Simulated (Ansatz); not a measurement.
Working through a comparison of functionals at one structure of Ta, space group P4/mbm

With Ansatz's Python interface.

Notebook, run cell by cell (the value of a cell's last expression is shown):

In [1]:
```python
import ansatz as az
import pandas as pd

ta = (
    az.Lattice.from_parameters(22.70911, 22.70911, 2.37728, alpha=90, beta=90, gamma=90)
    .space_group(127, hermann_mauguin="P4/mbm")
    .atom("Ta", (0.31863, 0.81863, 0.0))
)
```

In [2]:
```python
ta.resolved().tree()["lattice"]
```
Out [2]:
```text
((22.70911, 0.0, 0.0), (1.3905319436492575e-15, 22.70911, 0.0),
 (1.4556641713385097e-16, 1.4556641713385097e-16, 2.37728))
```

In [3]:
```python
model = ta.calculation()
model = model.kpoints(1, 1, 10)
model = model.occupations("fermi_dirac", width=0.05)
model = model.stress()
```

In [4]:
```python
rows = []
for value in ["lda", "blyp", "pbesol"]:
    report = model.functional(value).run().report
    rows.append((value, report["free_energy_ev"] / len(report["lattice"]["sites"]), report["n_iterations"], sum(report["stress_gpa"][i][i] for i in range(3)) / 3, report["n_kpoints"]))
```
```text
DeckWarning: basis.ecutwfc = 420 eV, auto-derived from the records' recommended cutoffs: set by Ta (normal level)
```

In [5]:
```python
table = pd.DataFrame(rows, columns=["functional", "F/atom (eV)", "iterations", "P (GPa)", "k-points"])
table.round(5)
```
Out [5]:
```text
  functional  F/atom (eV)  iterations  P (GPa)  k-points
0        lda  -9676.93692          10 -0.15915         6
1       blyp  -9951.86664          11  0.32232         6
2     pbesol  -9800.92121          10  0.00135         6
```

From lowest to highest: LDA (-0.2 GPa), PBEsol (0.0 GPa) and BLYP (0.3 GPa). At a fixed cell a lower pressure usually means a smaller equilibrium volume, so LDA prefers the smallest cell and BLYP the largest.

Reading the output:
- The cell holds layers, chains or clusters in vacuum, no bulk phase; its stress is averaged over the vacuum too and scales with the cell's height.
- BLYP can be off by several per cent in the lattices of metals, and by several GPa in the pressure at a fixed cell.
- The mesh is modest for a metal, so energies can be off by several to tens of meV an atom and pressures by half a GPa or more; differences at equal mesh fare better.
- Pressure is positive in compression.
- Spin-orbit coupling, which matters for elements this heavy, is left out.
- This isn't the structure that Ta takes at ambient conditions.
- Warnings are shown shortened and without file and line.
- Total energies of different functionals can't be compared; pressures, moments and gaps at this one structure can.
- Hardware and time: 61 s on 1 thread of Intel(R) Xeon(R) Processor @ 2.30GHz, on a shared host, peak memory 1.2 GiB.
